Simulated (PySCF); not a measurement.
**AlSe: from the state search to spectroscopic constants**

What are the lowest state that PBE0 finds, the bond length, vibrational wavenumber and bond energy of AlSe, and how much do these hang on the method?

Program: PySCF 2.14.0. Level of theory: Al def2-TZVPP, Se def2-TZVPP, no relativity. These are calculated values, not measurements.

## 1. The job

Settings of the job:

- atoms: Al, Se
- charge: 0
- basis: Al def2-TZVPP, Se def2-TZVPP
- Hamiltonian: no relativity
- basis functions: 90
- electrons treated: 47
- masses in u: 26.9815, 79.9165
- levels: PBE0, PBE, r²SCAN, M06-L, revPBE, B97-3, LDA, CAM-B3LYP, HF, MP2, SCS-MP2, CCSD, CCSD(T)
- grid: 80 radial by 434 angular points
- occupations: held fixed by the projection of orbital angular momentum
- dissociation limit: Al + Se, each in its ground configuration
- starting distance in angstrom: 2.310
- values of 2S to try: 1, 3

The run is started by

```bash
$ OMP_NUM_THREADS=1 python dia.py task.json out
```

After the search, every level is run at each distance in turn; below they are sorted by level.

## 2. State search with unrestricted PBE0

At the starting distance of 2.310 Å the search finds these solutions (others can lie among them):

```csv
2Ms+1,unpaired,term,E (eV),⟨S²⟩,⟨Lz²⟩,μ (D)
2,σ ↑,²Σ⁺,0.00,0.76,0.00,-3.88
2,π ↑,²Π,0.37,0.75,1.01,-0.66
4,"σ ↑, π ↑↑",not assigned,2.54,3.76,2.01,-0.53
4,"σ ↑, π ↑↑",not assigned,2.77,3.76,2.01,-0.54
2,"σ ↑, π ↑↓",not assigned,2.89,1.76,2.01,-0.64
2,"σ ↑, π ↑↓",not assigned,3.33,1.77,2.02,-0.07
2,π ↑,²Π,3.39,0.90,1.01,-3.18
4,π ↑↑↑,⁴Π,4.59,3.77,1.01,4.36
4,"σ ↑↑, π ↑",⁴Π,5.07,3.76,1.00,-1.70
4,"σ ↑↑, π ↑",⁴Π,5.09,3.75,1.02,0.00
4,σ ↑↑↑,⁴Σ⁺,7.58,3.79,0.00,-0.80
```

A term symbol stands only where ⟨S²⟩ and ⟨Lz²⟩ are near those of a pure state. A positive dipole means Al(−)Se(+).

The most promising solutions are followed along the bond (rough minima from three points):

```
2Ms+1   unpaired  R at minimum (Å)  energy at minimum (eV)
    2        σ ↑              2.17                    0.00
    2        π ↑              2.42                    0.48
    4  σ ↑, π ↑↑              2.39                    2.67
```

The search made 11 SCF attempts at the starting distance; with the short scans it took 44 s of wall time (1 thread of Arm Neoverse V1, shared host).

## 3. PBE0 along the bond

State followed: ²Σ⁺ (doublet), unpaired electrons σ ↑. The scan is laid around 2.169 Å.

The SCF at the reference distance, 2.169 Å, printed:

```text
******** <class 'pyscf.dft.uks_symm.SymAdaptedUKS'> ********
method = SymAdaptedUKS
initial guess = minao
damping factor = 0
level_shift factor = 0
DIIS = <class 'pyscf.scf.diis.CDIIS'>
diis_start_cycle = 1
diis_space = 10
diis_damp = 0
SCF conv_tol = 1e-09
SCF conv_tol_grad = None
SCF max_cycles = 60
direct_scf = False
max_memory 2100 MB (current use 752 MB)
number electrons alpha = 24  beta = 23
XC library pyscf.dft.libxc version 7.0.0
    S. Lehtola, C. Steigemann, M. J.T. Oliveira, and M. A.L. Marques.,  SoftwareX 7, 1–5 (2018)
XC functionals = PBE0
    C. Adamo and V. Barone.,  J. Chem. Phys. 110, 6158 (1999)
    M. Ernzerhof and G. E. Scuseria.,  J. Chem. Phys. 110, 5029 (1999)
small_rho_cutoff = 0
Overwritten attributes  get_hcore get_k get_occ get_jk get_j  of <class 'pyscf.dft.uks_symm.SymAdaptedUKS'>
<class 'pyscf.dft.uks_symm.SymAdaptedUKS'> does not have attributes  refdm
Set gradient conv threshold to 3.16228e-05
init E= -2643.58744330603
cycle= 1 E= -2643.5936521399  delta_E= -0.00621  |g|= 0.0108  |ddm|= 0.0292
cycle= 2 E= -2643.59345528947  delta_E= 0.000197  |g|= 0.0209  |ddm|= 0.037
cycle= 3 E= -2643.59375737548  delta_E= -0.000302  |g|= 0.00283  |ddm|= 0.0229
cycle= 4 E= -2643.59376201308  delta_E= -4.64e-06  |g|= 0.000828  |ddm|= 0.00338
cycle= 5 E= -2643.593762941  delta_E= -9.28e-07  |g|= 0.000304  |ddm|= 0.00158
cycle= 6 E= -2643.59376319743  delta_E= -2.56e-07  |g|= 0.000113  |ddm|= 0.00121
cycle= 7 E= -2643.59376325557  delta_E= -5.81e-08  |g|= 3.37e-05  |ddm|= 0.000692
cycle= 8 E= -2643.59376326006  delta_E= -4.49e-09  |g|= 1.44e-05  |ddm|= 0.000132
cycle= 9 E= -2643.59376326129  delta_E= -1.23e-09  |g|= 3.78e-06  |ddm|= 9.34e-05
cycle= 10 E= -2643.59376326133  delta_E= -4e-11  |g|= 7.05e-07  |ddm|= 1.71e-05
Extra cycle  E= -2643.59376326133  delta_E= 9.09e-13  |g|= 4.66e-07  |ddm|= 1.49e-06
converged SCF energy = -2643.59376326133  <S^2> = 0.75806523  2S+1 = 2.008049
```

Points of the scan, energies from the lowest:

```
 R (Å)  E (eV)  μ (D)  Mulliken charge of Al (e)  Mayer bond order  ⟨S²⟩  HOMO (eV)  LUMO (eV)
1.8653  1.1970  -2.80                       0.16              2.45  0.76      -6.91      -3.77
1.9521  0.5191  -3.04                       0.19              2.38  0.76      -7.03      -3.92
2.0389  0.1539  -3.27                       0.23              2.31  0.76      -7.09      -4.07
2.1039  0.0298  -3.42                       0.25              2.25  0.76      -6.96      -4.17
2.1690  0.0000  -3.58                       0.28              2.17  0.76      -6.84      -4.26
2.2341  0.0406  -3.72                       0.31              2.10  0.76      -6.73      -4.34
2.3208  0.1710  -3.90                       0.33              1.98  0.76      -6.60      -4.42
2.4293  0.4093  -4.13                       0.36              1.82  0.76      -6.45      -4.48
2.5594  0.7451  -4.43                       0.39              1.62  0.77      -6.28      -4.50
2.7329  1.2050  -4.93                       0.42              1.38  0.77      -6.05      -4.44
```

Fit: Re = 2.161 Å, ωe = 481 cm⁻¹, ωexe = 2.16 cm⁻¹, αe = 0.000946 cm⁻¹, Be = 0.1790 cm⁻¹, De = 3.80 eV, μ = -3.56 D.

Orbitals nearest the gap at 2.169 Å:

```csv
spin,orbital,ε (eV),filled,made of
α,σ,-18.23,yes,Se s 86 %
β,σ,-17.75,yes,Se s 86 %
α,σ,-10.35,yes,"Al s 55 %, Se p 36 %"
β,σ,-9.37,yes,"Al s 51 %, Se p 39 %"
α,σ,-7.24,yes,"Se p 36 %, Al p 36 %, Al s 27 %"
α,π,-6.94,yes,"Se p 81 %, Al p 16 %"
α,π,-6.94,yes,"Se p 81 %, Al p 16 %"
β,π,-6.84,yes,"Se p 82 %, Al p 14 %"
β,π,-6.84,yes,"Se p 82 %, Al p 14 %"
β,σ,-4.26,no,"Al s 40 %, Se p 32 %, Al p 28 %"
α,π,-1.90,no,"Al p 81 %, Se p 11 %"
α,π,-1.90,no,"Al p 81 %, Se p 11 %"
β,π,-1.31,no,"Al p 86 %, Se p 11 %"
```

Polarisability there: 90.7 bohr³ along the bond, 55.1 across it. Without diffuse functions these come out too small, above all across the bond.

## 4. Orbitals, density and potential

Orbitals, density, ELF and potential are computed afterwards from the orbital file.

Frontier orbitals at PBE0 (alpha spin), with the share of their density that lies nearest to each atom:

| orbital | energy (eV) | lies on |
| --- | --- | --- |
| HOMO | -6.94 | Se2 82 %; Al1 18 % |
| LUMO | -1.90 | Al1 83 %; Se2 17 % |

ELF in a plane through or near 2 of the atoms.

Ten even steps from ' ' (0.00) to '@' (0.99):
```
                            ..........                  
        ..::::::............::::------::....            
    ..--==****++==--::::::----==++++++==--::..          
  ::++##%%%%%%%%##++========++++********++==::..        
  --##%%@@@@@@%%%%**++++++++++**########**++--::..      
::**@@@@@@@@@@@@%%**++++****######%%%%%%##**++--::      
++%%@@@@@@@@@@%%++::::--++##############%%##**==--..    
##@@@@@@@@@@@@==......  --####**--::::==######++==..    
%%@@@@@@@@@@%%..--####==..++**----++++::--####++==::    
%%@@@@@@@@@@##..##%%%%##..==**::**==++++::**##++==::    
%%@@@@@@@@@@##..##%%%%##..==**::**++++++::**##++==::    
%%@@@@@@@@@@%%..==####==..++**----++**::--####++==::    
##@@@@@@@@@@@@==......  --####**--::::==######++==..    
++%%@@@@@@@@@@%%++::::--++############%%%%##**==--..    
::**@@@@@@@@@@@@%%**++++****######%%%%%%##**++--::      
  --##%%@@@@@@%%%%**++++++++++**########**++--::..      
  ::++##%%%%%%%%##++========++++********++==::..        
    ..--==****++==--::::::----==++++++==--::..          
        ..::::::............::::------::....            
                            ..........                  
```
The map spans 7.4 Å across and 5.2 Å up, centred on the molecule. Atoms in the plane (x, y in Å): Al1 (-1.1, 0.0), Se2 (1.1, 0.0).

log10 of the density (e/Å³) in the same plane.

Values, 10 rows by 14 columns:
```
-3.8 -3.4 -3.2 -2.9 -2.7 -2.6 -2.5 -2.5 -2.4 -2.5 -2.7 -3.0 -3.4 -4.0
-3.3 -2.9 -2.5 -2.2 -2.0 -1.9 -1.8 -1.7 -1.6 -1.7 -1.9 -2.3 -2.7 -3.4
-3.0 -2.4 -2.1 -1.7 -1.4 -1.4 -1.3 -1.2 -1.0 -1.0 -1.3 -1.8 -2.3 -3.0
-2.7 -2.0 -1.5 -1.1 -0.9 -0.8 -0.7 -0.6 -0.3 -0.2 -0.5 -1.2 -1.8 -2.6
-2.5 -1.7 -1.2 -0.7  0.3  0.8 -0.3 -0.2  0.8  1.4  0.0 -0.8 -1.5 -2.4
-2.4 -1.7 -1.2 -0.7  0.8  2.2 -0.1 -0.1  1.4  3.1  0.2 -0.7 -1.4 -2.3
-2.5 -1.8 -1.4 -0.9 -0.5 -0.3 -0.5 -0.3  0.1  0.2 -0.2 -1.0 -1.6 -2.5
-2.8 -2.2 -1.8 -1.3 -1.1 -1.1 -1.0 -0.9 -0.6 -0.6 -0.9 -1.5 -2.0 -2.8
-3.1 -2.6 -2.2 -1.8 -1.6 -1.5 -1.5 -1.4 -1.2 -1.2 -1.5 -2.0 -2.4 -3.1
-3.6 -3.1 -2.8 -2.5 -2.3 -2.2 -2.2 -2.1 -2.0 -2.1 -2.3 -2.7 -3.0 -3.7
```
The map spans 7.4 Å across and 5.2 Å up, centred on the molecule. Atoms in the plane (x, y in Å): Al1 (-1.1, 0.0), Se2 (1.1, 0.0).

On the surface of density 0.002 e/bohr³ the electrostatic potential runs, from the 1st to the 99th percentile, from -0.89 V near Se2 to 1.95 V near Al1.

The spin density lies nearest to Al1 66 %; Se2 34 %.

## 5. Higher solutions at PBE0

State 2: ²Π (doublet), unpaired electrons π ↑, an excited solution.

Output of the SCF at 2.169 Å:

```text
[... 13 set-up lines left out, the same as in an earlier log ...]
max_memory 2100 MB (current use 811 MB)
[... 8 set-up lines left out, the same as in an earlier log ...]
init E= -2643.56155767637
cycle= 1 E= -2643.56354042639  delta_E= -0.00198  |g|= 0.00719  |ddm|= 0.0292
cycle= 2 E= -2643.56354393676  delta_E= -3.51e-06  |g|= 0.00849  |ddm|= 0.0237
cycle= 3 E= -2643.56358534496  delta_E= -4.14e-05  |g|= 0.00119  |ddm|= 0.00999
cycle= 4 E= -2643.56358577562  delta_E= -4.31e-07  |g|= 8.23e-05  |ddm|= 0.00109
cycle= 5 E= -2643.56358578289  delta_E= -7.27e-09  |g|= 1.34e-05  |ddm|= 0.000199
cycle= 6 E= -2643.56358578314  delta_E= -2.52e-10  |g|= 7.71e-06  |ddm|= 4.69e-05
Extra cycle  E= -2643.56358578317  delta_E= -2.77e-11  |g|= 6.88e-06  |ddm|= 1.8e-05
converged SCF energy = -2643.56358578317  <S^2> = 0.75394619  2S+1 = 2.0039423
```

Re = 2.412 Å, ωe = 339 cm⁻¹, ωexe = 1.10 cm⁻¹, αe = 0.000733 cm⁻¹, Be = 0.1436 cm⁻¹, μ = -1.24 D. Its minimum lies 0.48 eV above that of the lowest state.

State 3: quartet, unpaired electrons σ ↑, π ↑↑, an excited solution.

Output of the SCF at 2.169 Å:

```text
[... 14 set-up lines left out, the same as in an earlier log ...]
number electrons alpha = 25  beta = 22
[... 7 set-up lines left out, the same as in an earlier log ...]
init E= -2643.48253227886
cycle= 1 E= -2643.48559796217  delta_E= -0.00307  |g|= 0.00575  |ddm|= 0.0278
cycle= 2 E= -2643.48560402307  delta_E= -6.06e-06  |g|= 0.00614  |ddm|= 0.0152
cycle= 3 E= -2643.48562473405  delta_E= -2.07e-05  |g|= 0.00117  |ddm|= 0.00712
cycle= 4 E= -2643.48562516559  delta_E= -4.32e-07  |g|= 0.0002  |ddm|= 0.000982
cycle= 5 E= -2643.48562523111  delta_E= -6.55e-08  |g|= 8.34e-05  |ddm|= 0.000542
cycle= 6 E= -2643.48562524203  delta_E= -1.09e-08  |g|= 3.56e-05  |ddm|= 0.000246
cycle= 7 E= -2643.48562524406  delta_E= -2.03e-09  |g|= 4.01e-06  |ddm|= 0.000118
cycle= 8 E= -2643.48562524409  delta_E= -2.27e-11  |g|= 1.62e-06  |ddm|= 1.17e-05
Extra cycle  E= -2643.4856252441  delta_E= -1.36e-11  |g|= 1.51e-06  |ddm|= 4.44e-06
converged SCF energy = -2643.4856252441  <S^2> = 3.7555307  2S+1 = 4.0027644
```

Re = 2.382 Å, ωe = 342 cm⁻¹; the determinant mixes terms (⟨S²⟩ = 3.76, ⟨Lz²⟩ = 2.01), so these belong to no real state. Its minimum lies 2.67 eV above that of the lowest state.

Energy (eV) from the lowest point of the lowest state:

```
R (Å)  lowest  state 2  state 3
1.865   1.197    3.242    5.281
1.952   0.519    2.182    4.238
2.039   0.154    1.460    3.539
2.104   0.030    1.085    3.185
2.169   0.000    0.821    2.943
2.234   0.041    0.645    2.788
2.321   0.171    0.515    2.687
2.429   0.409    0.476    2.678
2.559   0.745    0.552    2.773
2.733   1.205    0.777    2.980
```

## 6. PBE (GGA)

The SCF at the reference distance, 2.169 Å, printed:

```text
[... 17 set-up lines left out, the same as in an earlier log ...]
XC functionals = PBE
    J. P. Perdew, K. Burke, and M. Ernzerhof.,  Phys. Rev. Lett. 77, 3865 (1996)
    J. P. Perdew, K. Burke, and M. Ernzerhof.,  Phys. Rev. Lett. 78, 1396 (1997)
    J. P. Perdew, K. Burke, and M. Ernzerhof.,  Phys. Rev. Lett. 77, 3865 (1996)
    J. P. Perdew, K. Burke, and M. Ernzerhof.,  Phys. Rev. Lett. 78, 1396 (1997)
[... 2 set-up lines left out, the same as in an earlier log ...]
init E= -2643.4973031457
cycle= 1 E= -2643.49738247639  delta_E= -7.93e-05  |g|= 0.0697  |ddm|= 0.105
cycle= 2 E= -2643.47838801664  delta_E= 0.019  |g|= 0.173  |ddm|= 0.245
cycle= 3 E= -2643.4986248689  delta_E= -0.0202  |g|= 0.0322  |ddm|= 0.226
cycle= 4 E= -2643.49954015534  delta_E= -0.000915  |g|= 0.00237  |ddm|= 0.0414
cycle= 5 E= -2643.49954486507  delta_E= -4.71e-06  |g|= 0.00101  |ddm|= 0.00514
cycle= 6 E= -2643.49954576781  delta_E= -9.03e-07  |g|= 0.000269  |ddm|= 0.00116
cycle= 7 E= -2643.49954583902  delta_E= -7.12e-08  |g|= 2.94e-05  |ddm|= 0.000363
cycle= 8 E= -2643.49954584059  delta_E= -1.57e-09  |g|= 1.17e-05  |ddm|= 8.22e-05
cycle= 9 E= -2643.49954584088  delta_E= -2.94e-10  |g|= 5.5e-06  |ddm|= 4.07e-05
Extra cycle  E= -2643.49954584064  delta_E= 2.4e-10  |g|= 1.81e-05  |ddm|= 2.76e-05
converged SCF energy = -2643.49954584064  <S^2> = 0.75504853  2S+1 = 2.0050422
```

Re = 2.179 Å, ωe = 466 cm⁻¹, ωexe = 1.97 cm⁻¹, αe = 0.000915 cm⁻¹, Be = 0.1759 cm⁻¹, De = 4.00 eV, μ = -3.22 D.

## 7. r²SCAN

Output of the SCF at 2.169 Å:

```text
[... 13 set-up lines left out, the same as in an earlier log ...]
max_memory 2100 MB (current use 813 MB)
[... 3 set-up lines left out, the same as in an earlier log ...]
XC functionals = R2SCAN
    J. W. Furness, A. D. Kaplan, J. Ning, J. P. Perdew, and J. Sun.,  J. Phys. Chem. Lett. 11, 8208-8215 (2020)
    J. W. Furness, A. D. Kaplan, J. Ning, J. P. Perdew, and J. Sun.,  J. Phys. Chem. Lett. 11, 9248-9248 (2020)
    J. W. Furness, A. D. Kaplan, J. Ning, J. P. Perdew, and J. Sun.,  J. Phys. Chem. Lett. 11, 8208-8215 (2020)
    J. W. Furness, A. D. Kaplan, J. Ning, J. P. Perdew, and J. Sun.,  J. Phys. Chem. Lett. 11, 9248-9248 (2020)
[... 2 set-up lines left out, the same as in an earlier log ...]
init E= -2643.95264941677
cycle= 1 E= -2643.95369801929  delta_E= -0.00105  |g|= 0.00964  |ddm|= 0.0959
cycle= 2 E= -2643.95333406131  delta_E= 0.000364  |g|= 0.0219  |ddm|= 0.0346
cycle= 3 E= -2643.95375947819  delta_E= -0.000425  |g|= 0.00463  |ddm|= 0.0289
cycle= 4 E= -2643.95376753399  delta_E= -8.06e-06  |g|= 0.000876  |ddm|= 0.00312
cycle= 5 E= -2643.95376842539  delta_E= -8.91e-07  |g|= 0.000364  |ddm|= 0.00201
cycle= 6 E= -2643.95376851714  delta_E= -9.17e-08  |g|= 6.02e-05  |ddm|= 0.000825
cycle= 7 E= -2643.95376851929  delta_E= -2.15e-09  |g|= 3.49e-05  |ddm|= 0.000131
cycle= 8 E= -2643.95376852032  delta_E= -1.03e-09  |g|= 4.26e-06  |ddm|= 4.72e-05
cycle= 9 E= -2643.95376852034  delta_E= -1.59e-11  |g|= 7.81e-07  |ddm|= 6.56e-06
Extra cycle  E= -2643.95376852034  delta_E= -3.18e-12  |g|= 1.15e-06  |ddm|= 2.78e-06
converged SCF energy = -2643.95376852034  <S^2> = 0.75956836  2S+1 = 2.0095456
```

Re = 2.158 Å, ωe = 490 cm⁻¹, ωexe = 2.02 cm⁻¹, αe = 0.000895 cm⁻¹, Be = 0.1795 cm⁻¹, De = 4.02 eV, μ = -3.56 D. 34 s of CPU time for 12 points, integrals apart.

## 8. M06-L (meta-GGA)

The SCF at the reference distance, 2.169 Å, printed:

```text
[... 17 set-up lines left out, the same as in an earlier log ...]
XC functionals = M06L
    Y. Zhao and D. G. Truhlar.,  J. Chem. Phys. 125, 194101 (2006)
    Y. Zhao and D. G. Truhlar.,  J. Chem. Phys. 125, 194101 (2006)
    Y. Zhao and D. G. Truhlar.,  Theor. Chem. Acc. 120, 215 (2008)
[... 2 set-up lines left out, the same as in an earlier log ...]
init E= -2643.8944426745
cycle= 1 E= -2643.89484968411  delta_E= -0.000407  |g|= 0.0637  |ddm|= 0.188
cycle= 2 E= -2643.87671905997  delta_E= 0.0181  |g|= 0.149  |ddm|= 0.267
cycle= 3 E= -2643.89788545197  delta_E= -0.0212  |g|= 0.0259  |ddm|= 0.197
cycle= 4 E= -2643.89799314691  delta_E= -0.000108  |g|= 0.00163  |ddm|= 0.0117
cycle= 5 E= -2643.89799466696  delta_E= -1.52e-06  |g|= 0.000746  |ddm|= 0.00469
cycle= 6 E= -2643.89799502594  delta_E= -3.59e-07  |g|= 0.000309  |ddm|= 0.0013
cycle= 7 E= -2643.89799508655  delta_E= -6.06e-08  |g|= 9.29e-05  |ddm|= 0.000451
cycle= 8 E= -2643.89799509204  delta_E= -5.5e-09  |g|= 1.37e-05  |ddm|= 0.000178
cycle= 9 E= -2643.89799509224  delta_E= -1.96e-10  |g|= 5.78e-06  |ddm|= 4.44e-05
Extra cycle  E= -2643.89799509213  delta_E= 1.13e-10  |g|= 1.28e-05  |ddm|= 2.12e-05
converged SCF energy = -2643.89799509213  <S^2> = 0.75660773  2S+1 = 2.0065969
```

Re = 2.160 Å, ωe = 478 cm⁻¹, ωexe = 2.45 cm⁻¹, αe = 0.00101 cm⁻¹, Be = 0.1791 cm⁻¹, De = 3.88 eV, μ = -3.31 D.

## 9. revPBE (GGA)

The SCF at the reference distance, 2.169 Å, printed:

```text
[... 13 set-up lines left out, the same as in an earlier log ...]
max_memory 2100 MB (current use 814 MB)
[... 3 set-up lines left out, the same as in an earlier log ...]
XC functionals = PBE_R,PBE
    Y. Zhang and W. Yang.,  Phys. Rev. Lett. 80, 890 (1998)
[... 4 set-up lines left out, the same as in an earlier log ...]
init E= -2643.74312187452
cycle= 1 E= -2643.74295315633  delta_E= 0.000169  |g|= 0.0611  |ddm|= 0.0868
cycle= 2 E= -2643.72800040874  delta_E= 0.015  |g|= 0.153  |ddm|= 0.216
cycle= 3 E= -2643.74400676601  delta_E= -0.016  |g|= 0.0269  |ddm|= 0.197
cycle= 4 E= -2643.74465457592  delta_E= -0.000648  |g|= 0.00179  |ddm|= 0.0345
cycle= 5 E= -2643.74465722865  delta_E= -2.65e-06  |g|= 0.000695  |ddm|= 0.0037
cycle= 6 E= -2643.74465763062  delta_E= -4.02e-07  |g|= 0.000221  |ddm|= 0.000805
cycle= 7 E= -2643.74465768317  delta_E= -5.26e-08  |g|= 3.42e-05  |ddm|= 0.000356
cycle= 8 E= -2643.74465768639  delta_E= -3.22e-09  |g|= 1.81e-05  |ddm|= 0.000132
cycle= 9 E= -2643.74465768695  delta_E= -5.63e-10  |g|= 4.12e-06  |ddm|= 5.44e-05
Extra cycle  E= -2643.74465768686  delta_E= 9.5e-11  |g|= 1.17e-05  |ddm|= 1.84e-05
converged SCF energy = -2643.74465768686  <S^2> = 0.75575976  2S+1 = 2.0057515
```

Re = 2.187 Å, ωe = 461 cm⁻¹, ωexe = 1.99 cm⁻¹, αe = 0.000918 cm⁻¹, Be = 0.1748 cm⁻¹, De = 3.78 eV, μ = -3.24 D.

## 10. B97-3 (global hybrid GGA)

The SCF at the reference distance, 2.169 Å, printed:

```text
[... 17 set-up lines left out, the same as in an earlier log ...]
XC functionals = HYB_GGA_XC_B97_3
    T. W. Keal and D. J. Tozer.,  J. Chem. Phys. 123, 121103 (2005)
[... 2 set-up lines left out, the same as in an earlier log ...]
init E= -2643.75574034955
cycle= 1 E= -2643.75614640594  delta_E= -0.000406  |g|= 0.0166  |ddm|= 0.0862
cycle= 2 E= -2643.75616330082  delta_E= -1.69e-05  |g|= 0.0109  |ddm|= 0.0285
cycle= 3 E= -2643.75618745849  delta_E= -2.42e-05  |g|= 0.00394  |ddm|= 0.0131
cycle= 4 E= -2643.75619957159  delta_E= -1.21e-05  |g|= 0.000352  |ddm|= 0.00482
cycle= 5 E= -2643.75619968233  delta_E= -1.11e-07  |g|= 0.000123  |ddm|= 0.000812
cycle= 6 E= -2643.75619969929  delta_E= -1.7e-08  |g|= 3.97e-05  |ddm|= 0.000262
cycle= 7 E= -2643.7561997047  delta_E= -5.42e-09  |g|= 1.97e-05  |ddm|= 0.000161
cycle= 8 E= -2643.75619970627  delta_E= -1.57e-09  |g|= 6.49e-06  |ddm|= 0.000104
cycle= 9 E= -2643.75619970641  delta_E= -1.43e-10  |g|= 1.8e-06  |ddm|= 3.25e-05
Extra cycle  E= -2643.75619970642  delta_E= -1e-11  |g|= 1.74e-06  |ddm|= 6.31e-06
converged SCF energy = -2643.75619970642  <S^2> = 0.75641911  2S+1 = 2.0064088
```

Re = 2.169 Å, ωe = 475 cm⁻¹, ωexe = 2.23 cm⁻¹, αe = 0.000967 cm⁻¹, Be = 0.1777 cm⁻¹, De = 3.76 eV, μ = -3.60 D.

## 11. LDA (local density)

Log of the SCF at 2.169 Å:

```text
[... 17 set-up lines left out, the same as in an earlier log ...]
XC functionals = LDA,VWN
    P. A. M. Dirac.,  Math. Proc. Cambridge Philos. Soc. 26, 376 (1930)
    F. Bloch.,  Z. Phys. 57, 545 (1929)
    S. H. Vosko, L. Wilk, and M. Nusair.,  Can. J. Phys. 58, 1200 (1980)
[... 2 set-up lines left out, the same as in an earlier log ...]
init E= -2639.53681125318
cycle= 1 E= -2639.5420758735  delta_E= -0.00526  |g|= 0.0947  |ddm|= 0.178
cycle= 2 E= -2639.53009212434  delta_E= 0.012  |g|= 0.16  |ddm|= 0.192
cycle= 3 E= -2639.53776307726  delta_E= -0.00767  |g|= 0.0842  |ddm|= 0.242
cycle= 4 E= -2639.54385996389  delta_E= -0.0061  |g|= 0.00506  |ddm|= 0.105
cycle= 5 E= -2639.5438854102  delta_E= -2.54e-05  |g|= 0.00196  |ddm|= 0.0108
cycle= 6 E= -2639.5438889883  delta_E= -3.58e-06  |g|= 0.0004  |ddm|= 0.00215
cycle= 7 E= -2639.54388912201  delta_E= -1.34e-07  |g|= 9.48e-05  |ddm|= 0.000437
cycle= 8 E= -2639.54388913009  delta_E= -8.07e-09  |g|= 1.39e-05  |ddm|= 0.000133
cycle= 9 E= -2639.54388913023  delta_E= -1.45e-10  |g|= 5.84e-06  |ddm|= 2.82e-05
Extra cycle  E= -2639.5438891299  delta_E= 3.31e-10  |g|= 2.12e-05  |ddm|= 3.11e-05
converged SCF energy = -2639.5438891299  <S^2> = 0.75283233  2S+1 = 2.0028303
```

Re = 2.153 Å, ωe = 483 cm⁻¹, ωexe = 1.91 cm⁻¹, αe = 0.000900 cm⁻¹, Be = 0.1802 cm⁻¹, De = 4.68 eV, μ = -3.26 D.

(Part 1 of 2 ends here.)
